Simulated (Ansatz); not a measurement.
# PtSe2 (P-3m1): test of the smearing width

Aim: a test of the smearing width, for PtSe2 (P-3m1), run from a script.

The COD entry's cell or inner coordinates are ideal or old and differ from later refinements, so a difference from it is no clean test against experiment.

Program: the Python package of Ansatz 0.2.0. Level of theory: DFT LDA, plane waves, PAW. These are calculated values, not measurements.

## (1) The system

The structure is trigonal, space group P-3m1 (No. 164). Conventional cell: a = 3.724 Å, b = 3.724 Å, c = 5.062 Å, α = 90.00°, β = 90.00°, γ = 120.00°. Around Pt (site symmetry -3m) lie 6 Se at 2.49 Å. Se (site symmetry 3m) has 3 Pt at 2.49 Å as nearest neighbours.

No structure file is read: the coordinates are typed or built in the script.

## (2) Script

Contents of run_smear.py:

```python
"""How the energy of PtSe2 depends on the smearing."""

import csv

import ansatz as az

xtal = (
    az.Lattice.of([3.724, 0.0, 0.0], [-1.862, 3.225079, 0.0], [0.0, 0.0, 5.062])
    .atom("Pt", [0.0, 0.0, 0.0])
    .atom("Se", [1 / 3, 2 / 3, 0.25])
    .atom("Se", [2 / 3, 1 / 3, 0.75])
)

setup = (
    xtal.calculation()
    .functional("lda")
    .kpoints(9, 9, 6, center="gamma")
    .forces()
    .stress()
)

rows = []
for value in [0.3, 0.2, 0.1, 0.05]:
    data = setup.occupations("gaussian", width=value).run(threads=1, backend="cpu").report
    rows.append((value, data["free_energy_ev"] / len(data["lattice"]["sites"]), data["n_iterations"], sum(data["stress_gpa"][i][i] for i in range(3)) / 3, max(abs(f) for row in data["forces_ev_ang"] for f in row), data["n_kpoints"]))

with open("smear.csv", "w", newline="") as handle:
    writer = csv.writer(handle)
    writer.writerow(["width (eV)", "F/atom (eV)", "iterations", "P (GPa)", "max component (eV/A)", "k-points"])
    writer.writerows([round(v, 5) if isinstance(v, float) else v for v in row] for row in rows)

# the last row is the reference
for row in rows[:-1]:
    shift = 1000 * (row[1] - rows[-1][1])
    print(f"{row[0]}: {shift:+.2f} meV/atom" + ("  (within 1 meV)" if abs(shift) < 1 else ""))
```

## (3) The calls as engine input

The package turns the script's settings into the engine's input (first run):

```yaml
crystal:
  lattice:
    - [3.724, 0.0, 0.0]
    - [-1.862, 3.225079, 0.0]
    - [0.0, 0.0, 5.062]
  atoms:
    - { symbol: Pt, position: [0.0, 0.0, 0.0] }
    - { symbol: Se, position: [0.3333333333333333, 0.6666666666666666, 0.25] }
    - { symbol: Se, position: [0.6666666666666666, 0.3333333333333333, 0.75] }
kpoints:
  mp_grid:
    grid: [9, 9, 6]
    shift: [0.0, 0.0, 0.0]
hamiltonian:
  xc: lda
scf:
  occupations:
    method: gaussian
    width: 0.3
output:
  forces: true
  stress: true
```

## (4) Running it

Run with:

```console
$ python run_smear.py
```

What it wrote:

```text
DeckWarning: basis.ecutwfc = 420 eV, auto-derived from the records' recommended cutoffs: set by Pt (normal level)
0.3: -4.90 meV/atom
0.2: -2.16 meV/atom
0.1: -0.47 meV/atom  (within 1 meV)
```

(Warnings from the package without file and line.)

Wall time 22 s (1 thread of Intel Xeon Platinum 8259CL at 2.50GHz (Skylake/Cascade Lake), shared host); peak memory 0.46 GiB.

It wrote smear.csv:

```csv
width (eV),F/atom (eV),iterations,P (GPa),max component (eV/A),k-points
0.3,-7670.92046,6,-0.45752,0.17358,62
0.2,-7670.91773,6,-0.46949,0.16879,62
0.1,-7670.91603,6,-0.47126,0.17141,62
0.05,-7670.91556,6,-0.47277,0.17586,62
```

## (5) What changed from run to run

The engine's inputs for the other runs:

Run 2, against run 1:

```diff
@@ -19 +19 @@
-    width: 0.3
+    width: 0.2
```

Run 3, against run 1:

```diff
@@ -19 +19 @@
-    width: 0.3
+    width: 0.1
```

Run 4, against run 1:

```diff
@@ -19 +19 @@
-    width: 0.3
+    width: 0.05
```

## (6) The runs side by side

The 4 runs, in the order started:

```
run  width (eV)  energy from run 4 (meV/atom)  the same at zero width (meV/atom)  pressure (GPa)  SCF cycles  CPU time (s)
  1         0.3                         -4.90                               0.02           -0.46           6           5.2
  2         0.2                         -2.16                              -0.13           -0.47           6           4.6
  3         0.1                         -0.47                               0.03           -0.47           6           4.9
  4        0.05                          0.00                               0.00           -0.47           6           4.5
```

Energies are free energies F = E - TS of the smeared occupations. 

## (7) Results

```
                              quantity           value
                         runs compared               4
       last run but one, from the last  -0.47 meV/atom
within 5 meV/atom of the last run from             0.3
```

What this shows: Going from 0.05 to 0.3 eV changes F by -4.9 meV an atom. With this scheme F falls roughly as the square of the width; the report's estimate for zero width (energy_sigma0_ev) moves by only +0.0 meV. The pressure moves from -0.47 to -0.46 GPa. Caveats:
- For a metal this k-point mesh is coarse: on a finer one energies can move by several to tens of meV an atom and pressures by half a GPa or more, differences at one mesh by less.
- Of the deposited cell: the entry's cell lengths or inner coordinates differ somewhat from later room-temperature determinations.
- The narrowest width needs the finest mesh, so the last row is no converged reference.
- Pressure is positive in compression.
- Spin-orbit coupling, which matters for elements this heavy, is left out.
